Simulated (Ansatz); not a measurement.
# ClFH4OSi2, SMILES F[SiH](Cl)O[SiH3]: energies of removing a hydrogen

Program: the Python package of Ansatz (0.2.0).

Script `clfh4osi2_bde.py`:
```python
import ansatz as az
from ase import Atoms


def energy(molecule, charge=0, unpaired=0):
    calc = molecule.calculation().basis(gaussian='def2-SVPD').functional('pbe0')
    if charge:
        calc = calc.charge(charge)
    if unpaired:
        calc = calc.spin('collinear', total=unpaired)
    report = calc.run(threads=1, pin='off').report
    if report['published_state_doubts']:
        print('  doubts:', report['published_state_doubts'])
    return report['free_energy_ev']

def without(molecule, index):
    rest = az.Crystal.molecule()
    for i, site in enumerate(molecule.cartesian_sites):
        if i != index:
            rest = rest.atom(site.symbol, site.position_ang)
    return rest

atoms = Atoms(['F', 'Si', 'Cl', 'O', 'Si', 'H', 'H', 'H', 'H'], positions=[
    (-1.9706, -0.7028, -0.9321),
    (-1.4624, 0.2368, 0.255),
    (-2.476, 2.0297, 0.2937),
    (0.2022, 0.5935, -0.0204),
    (1.5278, -0.2663, -0.267),
    (-1.6422, -0.4351, 1.554),
    (1.7647, -1.1735, 0.9004),
    (1.4766, -1.031, -1.5069),
    (2.6684, 0.7025, -0.2937),
])
geometry = az.Crystal.molecule_from_ase(atoms)

whole = energy(geometry, 0)
hydrogen = energy(az.Crystal.molecule().atom('H', (0, 0, 0)), 0, 1)
print(f'E(molecule) = {whole:.5f} eV, E(H) = {hydrogen:.5f} eV')
for index in [5, 8]:
    radical = energy(without(geometry, index), 0, 1)
    print(f'H{index}: homolysis {96.485332 * (radical + hydrogen - whole):.1f} kJ/mol')
```

Output of `python clfh4osi2_bde.py`:
```text
E(molecule) = -33084.19169 eV, E(H) = -13.61361 eV
H5: homolysis 394.0 kJ/mol
H8: homolysis 388.0 kJ/mol
```

Notes:
- Total energies depend on the basis set; only differences at equal settings carry meaning.
- The geometry is a force-field or estimated start, not a minimum of this method, and the basis set is short of its limit. All parts are taken at fixed geometry, without zero-point energy.
- Timing: 30 s on 1 thread of Arm Neoverse V1, on a shared host, peak memory 0.55 GiB.
